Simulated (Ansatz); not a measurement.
## Molecular dynamics of Mo

The input (input.yaml):

```yaml
accuracy: low
crystal:
  lattice:
    - [6.503365, 0.0, 0.0]
    - [0.0, 6.503365, 0.0]
    - [0.0, 0.0, 6.503365]
  atoms:
    - { symbol: Mo, position: [-0.0492726, -0.0065755, 0.0020201] }
    - { symbol: Mo, position: [0.43554162, -0.02069504, 0.05082655] }
    - { symbol: Mo, position: [-0.04125553, 0.4729966, 0.00445969] }
    - { symbol: Mo, position: [-0.00301241, 0.01355198, 0.53741455] }
    - { symbol: Mo, position: [0.2099726, 0.25844921, 0.25092066] }
    - { symbol: Mo, position: [0.49238023, 0.54951236, 0.01575953] }
    - { symbol: Mo, position: [0.42218853, 0.0224329, 0.51606227] }
    - { symbol: Mo, position: [0.68656507, 0.24713137, 0.32421691] }
    - { symbol: Mo, position: [-0.05849459, 0.55190509, 0.46916382] }
    - { symbol: Mo, position: [0.18362108, 0.70171696, 0.1571108] }
    - { symbol: Mo, position: [0.24434191, 0.3208348, 0.74889884] }
    - { symbol: Mo, position: [0.45656317, 0.49823194, 0.47654945] }
    - { symbol: Mo, position: [0.73224436, 0.82163771, 0.27135744] }
    - { symbol: Mo, position: [0.69186886, 0.18288301, 0.78466487] }
    - { symbol: Mo, position: [0.22967706, 0.76271742, 0.74270351] }
    - { symbol: Mo, position: [0.72874704, 0.80931227, 0.71515797] }
basis:
  ecutwfc: 420.0
kpoints:
  mp_grid: { grid: [2, 2, 2] }
hamiltonian:
  xc: lda
scf:
  occupations: { method: fermi_dirac, width: 0.36 }
  lower_state_search: "off"
md:
  timestep: 2.25
  n_steps: 140
  ensemble: npt_langevin
  temperature: 2940.0
  initial_velocities: maxwell_boltzmann
  seed: 535766
  friction: 0.005
  pressure: 1.0
  fix_cell: [angles]
```

Command:

```bash
$ ansatz run input.yaml --threads 2 --pin off --max-ram 5120MiB --backend cpu --events-out ev --progress --plain --runs-dir out
```

It goes on from the last frame of an earlier run, with new velocities.

Output, in part (step lines):

```
md step     0: t =     0.00 fs  T =  2756.2 K  F+E_penalty+E_count = -77478.92406240 eV  E_kin = 5.700366 eV  conserved = -77472.93001290 eV  P_inst = -10.0110 GPa  V = 275.0517 Å³  selection 1  (7 SCF iters)
md step     1: t =     2.25 fs  T =  2841.0 K  F+E_penalty+E_count = -77478.80433280 eV  E_kin = 5.875574 eV  conserved = -77472.92980455 eV  P_inst = -9.5948 GPa  V = 275.0190 Å³  selection 1  (6 SCF iters)
md step     2: t =     4.50 fs  T =  2723.4 K  F+E_penalty+E_count = -77478.68682613 eV  E_kin = 5.632528 eV  conserved = -77472.92943245 eV  P_inst = -9.3111 GPa  V = 274.9210 Å³  selection 1  (6 SCF iters)
md step     3: t =     6.75 fs  T =  2642.9 K  F+E_penalty+E_count = -77478.59198848 eV  E_kin = 5.465990 eV  conserved = -77472.92857636 eV  P_inst = -9.0472 GPa  V = 274.7957 Å³  selection 1  (6 SCF iters)
md step     4: t =     9.00 fs  T =  2647.7 K  F+E_penalty+E_count = -77478.52544608 eV  E_kin = 5.475872 eV  conserved = -77472.92858169 eV  P_inst = -8.8055 GPa  V = 274.6672 Å³  selection 1  (6 SCF iters)
md step     5: t =    11.25 fs  T =  2795.9 K  F+E_penalty+E_count = -77478.48851926 eV  E_kin = 5.782441 eV  conserved = -77472.92864710 eV  P_inst = -8.5513 GPa  V = 274.5242 Å³  selection 1  (5 SCF iters)
md step     6: t =    13.50 fs  T =  2897.1 K  F+E_penalty+E_count = -77478.47387829 eV  E_kin = 5.991766 eV  conserved = -77472.92851353 eV  P_inst = -8.3735 GPa  V = 274.3417 Å³  selection 1  (6 SCF iters)
md step     7: t =    15.75 fs  T =  2753.9 K  F+E_penalty+E_count = -77478.47301286 eV  E_kin = 5.695561 eV  conserved = -77472.92811276 eV  P_inst = -8.3977 GPa  V = 274.1366 Å³  selection 1  (5 SCF iters)
[... lines left out ...]
```

The steps, from the saved trajectory:

```tsv
time (fs)	T (K)	potential energy less start (eV)	conserved less start (meV/atom)	P (GPa)	volume (Å³)
0.0	2756	0.000	0.00	-10.0	275.1
9.0	2648	0.399	0.09	-8.8	274.7
18.0	2917	0.422	0.10	-8.3	273.9
27.0	2806	0.177	0.04	-8.7	273.5
36.0	2848	-0.050	-0.01	-8.6	272.8
45.0	2843	-0.186	-0.06	-7.6	271.4
54.0	2839	0.005	-0.10	-5.3	269.7
63.0	2225	0.410	0.06	-3.4	268.1
72.0	1945	0.409	0.28	-2.2	266.3
81.0	2483	-0.495	0.18	-2.6	264.7
90.0	3209	-1.821	-0.05	-3.7	263.0
99.0	4089	-2.955	-0.16	-4.5	261.6
108.0	3994	-3.408	-0.09	-4.4	260.2
117.0	3671	-3.153	-0.02	-1.8	257.7
126.0	3162	-2.618	0.11	1.0	255.5
135.0	2744	-2.233	0.08	3.5	253.4
144.0	2209	-1.893	0.05	6.0	251.2
153.0	2362	-1.276	-0.02	9.5	249.3
162.0	2241	-0.516	0.10	12.5	247.9
171.0	2599	-0.127	0.21	14.3	247.5
180.0	2122	-0.225	0.24	13.5	248.0
189.0	2581	-0.775	0.06	12.3	248.8
198.0	3158	-1.515	-0.06	10.1	250.2
207.0	3317	-2.017	-0.01	8.1	251.2
216.0	3608	-2.507	-0.04	5.8	252.8
225.0	3503	-2.821	0.00	3.4	254.4
234.0	3595	-2.989	-0.02	2.0	255.6
243.0	3891	-3.040	-0.02	0.4	257.3
252.0	3460	-3.005	0.02	-2.1	259.5
261.0	3562	-2.729	-0.01	-3.2	261.4
270.0	3099	-2.239	0.05	-4.1	263.2
279.0	2539	-1.708	0.16	-4.9	264.6
288.0	2094	-1.327	0.20	-5.6	265.6
297.0	1820	-1.238	0.22	-6.2	266.1
306.0	1806	-1.529	0.17	-7.0	266.0
315.0	2409	-1.821	0.08	-7.0	265.4
```

All steps were run. The conserved energy stayed within 0.28 meV per atom of its start (net change 0.08 meV per atom), so the integration is sound. A run of 0.32 ps of so small a system gives no equilibrium averages. Limits of this set-up: coarse k mesh, low accuracy level. The cell's volume went from 275 to 265 Å³.

Mean squared displacements from the first frame to the last, about the centre of mass, the cell's change included: Mo 0.28 Å².

Last frame:

```xyz
16
Lattice="6.5353 0.0000 0.0000 0.0000 6.5992 0.0000 0.0000 0.0000 6.1537" Properties=species:S:1:pos:R:3
Mo -0.460 0.188 -0.064
Mo 2.893 0.419 -0.018
Mo -0.390 3.631 -0.225
Mo -0.621 0.835 3.152
Mo 1.074 1.510 1.485
Mo 2.512 4.037 -0.051
Mo 2.869 0.422 3.380
Mo 3.885 2.110 1.715
Mo -0.491 3.445 2.934
Mo 1.206 5.498 1.627
Mo 1.252 1.932 4.554
Mo 2.412 3.621 2.868
Mo 4.696 5.454 1.965
Mo 4.352 2.269 4.711
Mo 0.831 5.491 4.482
Mo 4.304 5.208 4.922
```

The run took 17 min on 2 threads of Arm Neoverse V1, with other jobs on the host, peak memory 0.98 GiB.
